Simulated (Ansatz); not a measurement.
**TiCl3F: up Jacob's ladder to CCSD(T)**

One table from this session's results is given with a row withheld; the runs are named, their logs left out.

Program: Ansatz 0.2.0, Gaussian basis. Level of theory: functionals in def2-TZVPP, the program's frozen cores in correlated methods. These are calculated values, not measurements.

Plan: LDA (SPW92), PBE-D4, revPBE-D4, BLYP-D4, r2SCAN-D4, B97M-V, PBE0-D4, B3LYP-D4, r2SCANh-D4, r2SCAN0-D4, HSE06-D4, BHLYP-D4, CAM-B3LYP-D4, LC-ωPBE, ωB97X-V, ωB97M-V, B2PLYP, PBE-QIDH; CCSD(T)/def2-SVP; CCSD(T)/def2-TZVPP; MP2/def2-QZVPP; extrapolation to the limit; RPA on PBE.

## Structure used throughout

The geometry comes from an earlier relaxation with PBE0-D4 in a triple-zeta def2 set; it is a stationary point.

SMILES `[F][Ti]([Cl])([Cl])[Cl]`, 5 atoms, charge 0, spin multiplicity 1.

Atoms are counted from 1 here; the program's logs count them from 0.

Bond lengths: F1–Ti2 1.731 Å, Ti2–Cl3 2.166 Å, Ti2–Cl4 2.166 Å, Ti2–Cl5 2.166 Å. Angles: F1–Ti2–Cl3 109.3°, F1–Ti2–Cl4 109.3°, F1–Ti2–Cl5 109.3°, Cl3–Ti2–Cl4 109.6°, Cl3–Ti2–Cl5 109.6°, Cl4–Ti2–Cl5 109.6°.

The first run:

Contents of in.yaml:

```yaml
crystal:
  periodic: [false, false, false]
  atoms:
    - {symbol: F, position_ang: [-0.998290, 0.046362, 1.499040]}
    - {symbol: Ti, position_ang: [-0.036336, -0.011938, 0.060965]}
    - {symbol: Cl, position_ang: [1.539034, -1.476630, 0.312313]}
    - {symbol: Cl, position_ang: [-1.288294, -0.570034, -1.615766]}
    - {symbol: Cl, position_ang: [0.833786, 1.938541, -0.297952]}
basis:
  gaussian: {orbitals: def2-TZVPP}
hamiltonian: {xc: lda}
output: {orbitals: {seedname: orbitals}}
```

Among the steps run: LDA; PBE-D4 (GGA); revPBE-D4 (GGA); BLYP-D4 (GGA); r2SCAN-D4 (meta-GGA); B97M-V (meta-GGA); PBE0-D4 (hybrid); B3LYP-D4 (hybrid); r2SCANh-D4 (hybrid); r2SCAN0-D4 (hybrid); HSE06-D4 (hybrid); BHLYP-D4 (hybrid); CAM-B3LYP-D4 (range-separated); LC-ωPBE-D4 (range-separated; the results give it without D4); ωB97X-V (range-separated); ωB97M-V (range-separated); B2PLYP (double hybrid); PBE-QIDH (double hybrid).

One table of the session follows, with a row left open; its other results are not shown here.

It belongs to the step «Orbital energies across the functionals». 

```
  functional  HOMO (eV)  LUMO (eV)  gap (eV)
 LDA (SPW92)      -8.44      -4.71      3.73
      PBE-D4      -8.28      -4.48      3.80
   revPBE-D4      -8.22      -4.40      3.82
     BLYP-D4      -8.10      -4.35      3.75
   r2SCAN-D4      -8.66      -4.49      4.17
      B97M-V      -8.74      -4.49      4.25
     PBE0-D4          ?          ?         ?
    B3LYP-D4      -9.37      -3.89      5.48
  r2SCANh-D4      -9.16      -4.17      4.99
  r2SCAN0-D4      -9.91      -3.65      6.26
    HSE06-D4      -9.26      -4.05      5.21
    BHLYP-D4     -10.88      -2.65      8.24
CAM-B3LYP-D4     -10.97      -2.62      8.35
     LC-ωPBE     -12.36      -1.60     10.77
     ωB97X-V     -11.99      -1.56     10.43
     ωB97M-V     -11.81      -1.51     10.30
```

Estimate the missing values for PBE0-D4.

**Answer.** HOMO (eV): -9.66; LUMO (eV): -3.67; gap (eV): 5.99. In the column «HOMO (eV)» it lies between r2SCAN0-D4 (-9.91) and B3LYP-D4 (-9.37).
